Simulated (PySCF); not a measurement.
# CH7GeN: the cost of one run

Computed with PySCF 2.14.0. Level: levels as typed in each script, gas phase, geometry from GFN2-xTB.

## Step 1: Where the work starts

SMILES `C[NH][GeH3]`, 10 atoms, charge 0, spin multiplicity 1.

Bond lengths: C1–N2 1.453 Å, C1–H4 1.096 Å, C1–H5 1.092 Å, C1–H6 1.090 Å, N2–Ge3 1.810 Å, N2–H7 1.011 Å, Ge3–H8 1.494 Å, Ge3–H9 1.511 Å, Ge3–H10 1.491 Å. Angles: N2–C1–H4 113.5°, N2–C1–H5 109.8°, N2–C1–H6 108.4°, H4–C1–H5 108.4°, H4–C1–H6 108.1°, H5–C1–H6 108.5°, C1–N2–Ge3 121.6°, C1–N2–H7 110.6°, Ge3–N2–H7 115.4°, N2–Ge3–H8 105.7°, N2–Ge3–H9 116.4°, N2–Ge3–H10 105.4°, H8–Ge3–H9 108.1°, H8–Ge3–H10 112.0°, H9–Ge3–H10 109.4°.

As a file:

```xyz
10
charge 0, multiplicity 1
C     2.0973    0.2867    0.0228
N     0.9442   -0.5874   -0.1039
Ge   -0.7462    0.0510    0.0036
H     2.3230    0.5659    1.0586
H     2.9780   -0.1980   -0.4032
H     1.9004    1.1998   -0.5386
H     1.1082   -1.4647    0.3720
H    -0.8543    1.0877   -1.0663
H    -1.1411    0.6886    1.3154
H    -1.6288   -1.1212   -0.2624
```

## Step 2: Localised orbitals (B3LYP/def2-svp)

input.py reads:

```python
import numpy as np
from pyscf import gto, scf, dft, lo
from pyscf.data.elements import chemcore

def solve(mol, dm0=None, hcore=None):
    mf = (dft.UKS if mol.spin else dft.RKS)(mol, xc='b3lyp')
    mf.grids.level = 3
    mf = mf.density_fit(auxbasis='def2-universal-jkfit')
    mf.conv_tol, mf.max_cycle = 1e-8, 80
    if hcore is not None:
        mf.get_hcore = lambda *args: hcore
    mf.kernel(dm0)
    if not mf.converged:
        mf = mf.newton().run(mf.mo_coeff, mf.mo_occ, max_cycle=30)
    assert mf.converged, 'SCF not converged'
    return mf

mol = gto.M(atom='''
C      2.09728     0.28673     0.02284
N      0.94416    -0.58744    -0.10386
Ge    -0.74619     0.05105     0.00358
H      2.32297     0.56592     1.05856
H      2.97797    -0.19797    -0.40320
H      1.90043     1.19982    -0.53857
H      1.10818    -1.46472     0.37204
H     -0.85428     1.08772    -1.06634
H     -1.14106     0.68857     1.31538
H     -1.62881    -1.12117    -0.26237
''', basis='def2-svp', charge=0, spin=0, verbose=4)
mf = solve(mol)
occ_all = mf.mo_coeff[:, mf.mo_occ > 0]
occ = occ_all[:, chemcore(mol):]
bo = lo.Boys(mol, occ)
loc = bo.kernel()
for _ in range(5):
    new, stable = bo.stability(return_status=True)
    if stable:
        break
    loc = bo.kernel(new)
fock, s = mf.get_fock(), mf.get_ovlp()
ortho = lo.orth_ao(mol, 'meta_lowdin')
labels = mol.ao_labels(fmt=None)
vir = loc[:, :0]
both = np.hstack([loc, vir])
p = (ortho.T @ s @ both) ** 2
pop = np.array([p[[l[0] == a for l in labels]].sum(0) for a in range(mol.natm)])
spd = np.array([[p[[l[0] == a and l[2][-1] == k for l in labels]].sum(0) for k in 'spd'] for a in range(mol.natm)])
eps = np.einsum('pi,pq,qi->i', both, fock, both)
for i in np.argsort(eps):
    top = np.argsort(-pop[:, i])[:3]
    print('%3d %s %9.4f Eh ' % (i + 1, 'occ' if i < loc.shape[1] else 'vir', eps[i]), '  '.join('%s%d %.3f' % (mol.atom_symbol(a), a + 1, pop[a, i]) for a in top))
np.savez('result.npz', c=both, nocc=loc.shape[1], pop=pop, spd=spd, eps=eps, e=mf.e_tot)
```

Run with:

```console
$ OMP_NUM_THREADS=1 python input.py
```

What time and memory should one allow on 1 thread of Arm Neoverse V1, shared host?

About 11 s, with a peak of 0.42 GiB.
